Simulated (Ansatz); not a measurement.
# ClGaH2O2: a dynamics run in two tries

The task is a short trajectory.

All numbers below are computed with Ansatz 0.2.0 (RHF/def2-SVP).

## 1. Starting point

Bond lengths: Ga1–Cl2 2.138 Å, Ga1–O3 1.753 Å, O3–H4 0.944 Å, Ga1–O5 1.758 Å, O5–H6 0.944 Å. Angles: Cl2–Ga1–O3 119.2°, Cl2–Ga1–O5 120.8°, O3–Ga1–O5 120.0°, Ga1–O3–H4 119.0°, Ga1–O5–H6 120.6°.

Structure file:

```xyz
6

Ga    0.0607   -0.2392    0.1033
Cl   -0.1849    0.1400    2.1932
O     1.6782   -0.3281   -0.5658
H     1.7833   -0.4961   -1.4892
O    -1.3363   -0.4607   -0.9402
H    -2.2107   -0.4146   -0.5877
```

## 2. First attempt

The input, input.yaml:

```yaml
crystal:
  periodic: [false, false, false]
  atoms:
    - { symbol: Ga, position_ang: [0.060652, -0.239177, 0.103291] }
    - { symbol: Cl, position_ang: [-0.184939, 0.139987, 2.193241] }
    - { symbol: O, position_ang: [1.678162, -0.3281, -0.565805] }
    - { symbol: H, position_ang: [1.78331, -0.496051, -1.489232] }
    - { symbol: O, position_ang: [-1.336329, -0.460677, -0.940209] }
    - { symbol: H, position_ang: [-2.210656, -0.414582, -0.587685] }
basis:
  gaussian: { orbitals: def2-SVP }
hamiltonian:
  xc: hf
md:
  timestep: 0.5
  n_steps: 25
  ensemble: nve
  temperature: 400.0
  initial_velocities: maxwell_boltzmann
  seed: 630015
  friction: 0.01
```

Started as:

```console
> ansatz run input.yaml --threads 1 --pin off --max-ram 2048MiB --backend cpu --events-out ev --progress --plain --runs-dir out
```

**Question.** What will these runs give? Wanted: first try.

As calculated:

| quantity | value |
| --- | --- |
| first try | refused |
| cause | friction belongs to the Langevin ensembles, and this run is at constant energy |

The fault in the first input was caught at the input check and cost nothing.
